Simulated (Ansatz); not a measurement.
**C₅H₄N₂: how energies converge with the basis set**

Aim: see how fast density functionals converge with the basis set for C₅H₄N₂.

Method: one geometry, several basis sets; program: Ansatz 0.2.0, Gaussian basis.

Levels to be run: PBE0-D4/def2-SVP; ωB97M-V/def2-SVP; PBE0-D4/def2-QZVPP; ωB97M-V/def2-QZVPP; the functionals' def2-TZVPP values are taken from earlier runs.

## 1. Structure used throughout

An earlier PBE0-D4 in a triple-zeta def2 set relaxation fixed the geometry.

SMILES `N#Cc1ccc[nH]1`, 11 atoms, charge 0, spin multiplicity 1.

Atoms are counted from 1 here; the program's logs count them from 0.

Bond lengths: N1–C2 1.154 Å, C2–C3 1.408 Å, C3–C4 1.380 Å, C3–N7 1.371 Å, C4–C5 1.407 Å, C4–H8 1.078 Å, C5–C6 1.376 Å, C5–H9 1.078 Å, C6–N7 1.354 Å, C6–H10 1.078 Å, N7–H11 1.005 Å. Angles: N1–C2–C3 179.5°, C2–C3–C4 130.5°, C2–C3–N7 121.8°, C4–C3–N7 107.7°, C3–C4–C5 107.1°, C3–C4–H8 125.2°, C5–C4–H8 127.7°, C4–C5–C6 107.4°, C4–C5–H9 126.8°, C6–C5–H9 125.8°, C5–C6–N7 108.2°, C5–C6–H10 130.6°, N7–C6–H10 121.1°, C3–N7–C6 109.5°, C3–N7–H11 124.5°, C6–N7–H11 126.0°.

## 2. PBE0-D4 in def2-SVP

in.yaml reads:

```yaml
crystal:
  periodic: [false, false, false]
  atoms:
    - {symbol: N, position_ang: [1.335108, -3.046194, 0.509580]}
    - {symbol: C, position_ang: [0.846780, -2.011566, 0.361196]}
    - {symbol: C, position_ang: [0.259977, -0.745396, 0.172262]}
    - {symbol: C, position_ang: [-0.894792, -0.204538, 0.700663]}
    - {symbol: C, position_ang: [-1.017258, 1.097249, 0.182372]}
    - {symbol: C, position_ang: [0.061172, 1.314876, -0.644386]}
    - {symbol: N, position_ang: [0.826335, 0.198256, -0.644575]}
    - {symbol: H, position_ang: [-1.560989, -0.708569, 1.382020]}
    - {symbol: H, position_ang: [-1.806054, 1.802669, 0.388177]}
    - {symbol: H, position_ang: [0.335662, 2.178783, -1.227874]}
    - {symbol: H, position_ang: [1.679359, 0.067529, -1.158834]}
basis:
  gaussian: {orbitals: def2-SVP}
hamiltonian: {xc: pbe0, dispersion: d4}
output: {orbitals: {seedname: orbitals}}
```

After this run come: ωB97M-V in def2-SVP; PBE0-D4 in def2-QZVPP; ωB97M-V in def2-QZVPP.

**Question.** What will the summary of the whole plan be? Wanted: PBE0-D4: double and triple zeta above quadruple; ωB97M-V: double and triple zeta above quadruple.

The runs gave:

| quantity | value |
| --- | --- |
| PBE0-D4: double and triple zeta above quadruple | 9.39, 0.42 eV |
| ωB97M-V: double and triple zeta above quadruple | 9.68, 0.39 eV |

What this shows: For PBE0-D4 the step from double to triple zeta gains 8.96 eV and the next only 0.42 eV. Total energies overstate the basis error of differences, where much of it tends to cancel.
